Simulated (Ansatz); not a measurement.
# Ga16AsN15: the cost of one run

Computed with Ansatz 0.2.0 (DFT, PBE, plane-wave PAW, default files, scalar-relativistic, unless a step's input says otherwise).

The COD entry's cell or inner coordinates are ideal or old and differ from later refinements, so a difference from it is no clean test against experiment.

**1. Starting point**

The structure is trigonal, space group P3m1 (No. 156). Conventional cell: a = 6.360 Å, b = 6.360 Å, c = 10.332 Å, α = 90.00°, β = 90.00°, γ = 120.00°. Around Ga (site symmetry 3m) lie 1 As at 1.94 Å and 3 N at 1.95 Å. Ga (site symmetry 3m) is surrounded by 4 N at 1.94 to 1.95 Å. Ga (site symmetry m) is surrounded by 4 N at 1.94 to 1.95 Å. Around Ga (site symmetry m) lie 3 N at 1.94 to 1.95 Å and 1 As at 1.95 Å. Only part of the 16 independent sites is listed.

As a file:

```
CELL_PARAMETERS angstrom
6.36000 0.00000 0.00000
-3.18000 5.50792 0.00000
0.00000 0.00000 10.33200
ATOMIC_POSITIONS crystal
Ga 0.16667 0.33333 0.00000
Ga 0.16667 0.33333 0.50000
Ga 0.16667 0.83333 0.00000
Ga 0.16667 0.83333 0.50000
Ga 0.66667 0.33333 0.00000
Ga 0.66667 0.33333 0.50000
Ga 0.66667 0.83333 0.00000
Ga 0.66667 0.83333 0.50000
Ga 0.33333 0.16667 0.25000
Ga 0.33333 0.16667 0.75000
Ga 0.33333 0.66667 0.25000
Ga 0.33333 0.66667 0.75000
Ga 0.83333 0.16667 0.25000
Ga 0.83333 0.16667 0.75000
Ga 0.83333 0.66667 0.25000
Ga 0.83333 0.66667 0.75000
As 0.16667 0.33333 0.18750
N 0.16667 0.33333 0.68750
N 0.16667 0.83333 0.18750
N 0.16667 0.83333 0.68750
N 0.66667 0.33333 0.18750
N 0.66667 0.33333 0.68750
N 0.66667 0.83333 0.18750
N 0.66667 0.83333 0.68750
N 0.33333 0.16667 0.43750
N 0.33333 0.16667 0.93750
N 0.33333 0.66667 0.43750
N 0.33333 0.66667 0.93750
N 0.83333 0.16667 0.43750
N 0.83333 0.16667 0.93750
N 0.83333 0.66667 0.43750
N 0.83333 0.66667 0.93750
```

Atom 17 of the input is the impurity.

**2. Gradients at the starting positions**

input.yaml

```yaml
crystal:
  lattice:
    - [6.36, 0.0, 0.0]
    - [-3.18, 5.507921568, 0.0]
    - [0.0, 0.0, 10.332]
  atoms:
    - { symbol: Ga, position: [0.1666666666, 0.3333333334, 0.0] }
    - { symbol: Ga, position: [0.1666666666, 0.3333333334, 0.5] }
    - { symbol: Ga, position: [0.1666666666, 0.8333333334, 0.0] }
    - { symbol: Ga, position: [0.1666666666, 0.8333333334, 0.5] }
    - { symbol: Ga, position: [0.6666666666, 0.3333333334, 0.0] }
    - { symbol: Ga, position: [0.6666666666, 0.3333333334, 0.5] }
    - { symbol: Ga, position: [0.6666666666, 0.8333333334, 0.0] }
    - { symbol: Ga, position: [0.6666666666, 0.8333333334, 0.5] }
    - { symbol: Ga, position: [0.3333333334, 0.1666666666, 0.25] }
    - { symbol: Ga, position: [0.3333333334, 0.1666666666, 0.75] }
    - { symbol: Ga, position: [0.3333333334, 0.6666666666, 0.25] }
    - { symbol: Ga, position: [0.3333333334, 0.6666666666, 0.75] }
    - { symbol: Ga, position: [0.8333333334, 0.1666666666, 0.25] }
    - { symbol: Ga, position: [0.8333333334, 0.1666666666, 0.75] }
    - { symbol: Ga, position: [0.8333333334, 0.6666666666, 0.25] }
    - { symbol: Ga, position: [0.8333333334, 0.6666666666, 0.75] }
    - { symbol: As, position: [0.1666666666, 0.3333333334, 0.1875] }
    - { symbol: "N", position: [0.1666666666, 0.3333333334, 0.6875] }
    - { symbol: "N", position: [0.1666666666, 0.8333333334, 0.1875] }
    - { symbol: "N", position: [0.1666666666, 0.8333333334, 0.6875] }
    - { symbol: "N", position: [0.6666666666, 0.3333333334, 0.1875] }
    - { symbol: "N", position: [0.6666666666, 0.3333333334, 0.6875] }
    - { symbol: "N", position: [0.6666666666, 0.8333333334, 0.1875] }
    - { symbol: "N", position: [0.6666666666, 0.8333333334, 0.6875] }
    - { symbol: "N", position: [0.3333333334, 0.1666666666, 0.4375] }
    - { symbol: "N", position: [0.3333333334, 0.1666666666, 0.9375] }
    - { symbol: "N", position: [0.3333333334, 0.6666666666, 0.4375] }
    - { symbol: "N", position: [0.3333333334, 0.6666666666, 0.9375] }
    - { symbol: "N", position: [0.8333333334, 0.1666666666, 0.4375] }
    - { symbol: "N", position: [0.8333333334, 0.1666666666, 0.9375] }
    - { symbol: "N", position: [0.8333333334, 0.6666666666, 0.4375] }
    - { symbol: "N", position: [0.8333333334, 0.6666666666, 0.9375] }
kpoints:
  mp_grid: { grid: [4, 4, 2] }
scf:
  occupations: { method: fermi_dirac, width: 0.01 }
hamiltonian:
  xc: pbe
  pseudopotentials: { kind: paw }
output:
  forces: true
  stress: true
  populations: true
  efg:
    quadrupole_moments_barn: { Ga: 0.107, As: 0.311, "N": 0.02044 }
    contact_densities: true
```

Run with:

```bash
$ ansatz run input.yaml --threads 1 --pin off --max-ram 3072MiB --backend cpu --events-out ev --progress --plain --runs-dir out
```

**Question.** How long does this run take on 1 thread of Arm Neoverse V1, shared host, and how much memory does it need?

About 87 s, with a peak of 0.92 GiB.
